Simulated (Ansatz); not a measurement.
# BAs3: the cost of one run

Method: DFT PBE, scalar-relativistic, plane waves, PAW, in Ansatz 0.2.0.

**1. The starting structure**

The cell holds 20 atoms (As15B5): a = 7.116 Å, b = 7.459 Å, c = 7.561 Å, α = 89.01°, β = 91.18°, γ = 88.09°.

It is the last frame of an earlier stage of the same melt, run at 1600 K.

Its coordinates follow in the input file.

**2. Stage at 300 K**

One k point, a Fermi-Dirac width of 0.050 eV and a fixed cell.

Contents of input.yaml:

```yaml
crystal:
  lattice:
    - [7.115002, 0.121684, -0.076226]
    - [0.121684, 7.457979, 0.065573]
    - [-0.076226, 0.065573, 7.560504]
  atoms:
    - { symbol: B, position: [0.0200648505, 0.4710389888, 0.9332485069] }
    - { symbol: B, position: [0.1434450393, 0.5504740132, 0.4905545703] }
    - { symbol: B, position: [0.0338745363, 0.5164808903, 0.1471279915] }
    - { symbol: B, position: [0.344548501, 0.3847128836, 0.5054275372] }
    - { symbol: B, position: [0.1462081799, 0.6601312508, 0.2363276534] }
    - { symbol: As, position: [0.648300167, 0.451663155, 0.2084531696] }
    - { symbol: As, position: [0.9634054024, 0.3060164507, 0.4608051398] }
    - { symbol: As, position: [0.6640123693, 0.957982451, 0.1092493599] }
    - { symbol: As, position: [0.7285194379, 0.662431506, 0.8895059] }
    - { symbol: As, position: [0.1937105727, 0.3506291629, 0.7696318415] }
    - { symbol: As, position: [0.6350992147, 0.3799861022, 0.5649380297] }
    - { symbol: As, position: [0.9776447177, 0.9145381984, 0.8838262747] }
    - { symbol: As, position: [0.3858504409, 0.7162484229, 0.0328402942] }
    - { symbol: As, position: [0.0174040447, 0.9306684357, 0.3267742045] }
    - { symbol: As, position: [0.3096747705, 0.3208438786, 0.1467992551] }
    - { symbol: As, position: [0.2593815744, 0.772738252, 0.679118423] }
    - { symbol: As, position: [0.3606201539, 0.0127063642, 0.2624512296] }
    - { symbol: As, position: [0.7953692667, 0.686768533, 0.5068194615] }
    - { symbol: As, position: [0.6146033974, 0.9397478823, 0.6700073561] }
    - { symbol: As, position: [0.6960319361, 0.2159047245, 0.9247460066] }
  symmetry: { detect: false }
basis:
  ecutwfc: 420
  xc_grid: 1
kpoints:
  mp_grid: { grid: [1, 1, 1], shift: [0.25, 0.25, 0.25] }
hamiltonian:
  xc: pbe
scf:
  occupations: { method: fermi_dirac, width: 0.05 }
  lower_state_search: "off"
  convergence: { dr2_threshold: 1.0e-05 }
output:
  forces: true
  stress: true
md:
  timestep: 1.5
  n_steps: 39
  ensemble: nvt_langevin
  friction: 0.015
  temperature: 300.0
  initial_velocities: maxwell_boltzmann
  seed: 88243
```

Started as:

```bash
$ ansatz run input.yaml --threads 2 --pin off --max-ram 5120MiB --backend cpu --events-out ev --progress --plain --runs-dir out
```

Q: Estimate wall time and peak memory on 2 threads of Intel Xeon at 2.50GHz (Skylake/Cascade Lake), shared host.

About 3.5 min, with a peak of 0.65 GiB.
